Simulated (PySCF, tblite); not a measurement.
**C₅H₈BClO: geometry, infrared bands and NMR shifts**

Wanted: the infrared bands and NMR shifts of C₅H₈BClO (`C#CB(Cl)OC(C)C`), by calculation.

The runs use tblite 0.8.0 and PySCF 2.14.0, with density-fitted response routines of our own; the level of theory stands in each step. All values are computed, except where a source is named. Atoms count from 0, in the outputs and in this text.

### 1 The molecule as given

16 atoms, charge 0, multiplicity 1; geometry from: force field or distance geometry start.

Bonds of the start (Å): C0–C1 1.23, C1–B2 1.53, B2–Cl3 1.85, B2–O4 1.49, O4–C5 1.40, C5–C6 1.51, C5–C7 1.52, C0–H8 1.06, C5–H9 1.10, C6–H10 1.12, C6–H11 1.11, C6–H12 1.11, C7–H13 1.10, C7–H14 1.11, C7–H15 1.09.

### 2 Relaxing the molecule with GFN2-xTB

What the job is given:

```
{"job": {"kind": "relax", "xc": "GFN2-xTB", "basis": "xTB"}, "charge": 0, "multiplicity": 1}
C      3.888700     0.228800     0.263600
C      2.784700    -0.288800     0.088300
B      1.418300    -0.941500    -0.126800
Cl     1.447000    -2.778800    -0.378400
O      0.321300    -0.439900     0.742500
C     -0.780900     0.018800     0.013000
C     -2.054900    -0.703900     0.369900
C     -0.997300     1.488500     0.339500
H      4.839900     0.679100     0.406900
H     -0.668300    -0.061700    -1.076200
H     -2.720100    -0.666300    -0.526400
H     -2.568400    -0.283200     1.262700
H     -1.821700    -1.774200     0.523200
H     -1.585500     1.598000     1.258200
H      0.007100     1.910100     0.549200
H     -1.517600     2.023900    -0.453200
```

Launch:

```console
$ OMP_NUM_THREADS=1 python probes_run.py task.json out
```

The driver reads the jobs from task.json and runs them one after another.

**Question.** This job is followed by: GFN2-xTB harmonic vibrations, gas phase; GIAO PBE0/pcSseg-1 NMR shielding, non-relativistic, gas phase. What will the session give for the following? strongest single infrared mode (GFN2-xTB); zero-point energy (GFN2-xTB); ¹³C shifts against TMS (PBE0/pcSseg-1, means over atoms taken as alike); ¹H shifts against TMS (PBE0/pcSseg-1, means over atoms taken as alike); ¹¹B shifts against BF3·OEt2 (PBE0/pcSseg-1); ³⁵Cl shifts against HCl (PBE0/pcSseg-1); ¹⁷O shifts against H2O (PBE0/pcSseg-1).

The runs gave:

| quantity | value |
| --- | --- |
| strongest single infrared mode (GFN2-xTB) | 1344 cm⁻¹, 352 km/mol |
| zero-point energy (GFN2-xTB) | 75.7 kcal/mol |
| ¹³C shifts against TMS (PBE0/pcSseg-1, means over atoms taken as alike) | 100.8, 89.9, 73.2, 25.8 ppm |
| ¹H shifts against TMS (PBE0/pcSseg-1, means over atoms taken as alike) | 4.87, 2.32, 1.34 ppm |
| ¹¹B shifts against BF3·OEt2 (PBE0/pcSseg-1) | 24.3 ppm |
| ³⁵Cl shifts against HCl (PBE0/pcSseg-1) | 161 ppm |
| ¹⁷O shifts against H2O (PBE0/pcSseg-1) | 223.7 ppm |

**Reading.** Over 112 steps the energy fell by 1.612 eV; of the close pairs, B2–O4 changed most, 1.487 to 1.319 Å. No mode is imaginary among the 42: a minimum at this level. The strongest single mode, at 1344 cm⁻¹, moves mainly B2 and O4. GFN2-xTB is a fitted tight-binding method: band positions and strengths are rough. Its intensities can rank the bands wrongly. The most deshielded hydrogen is H9 (hydrogen on an sp3 CH bonded to O), at 4.87 ppm: its carbon carries O, which withdraws density. At PBE0/pcSseg-1: The largest span, 426 ppm, is at Cl3, where the paramagnetic term is -359 ppm.
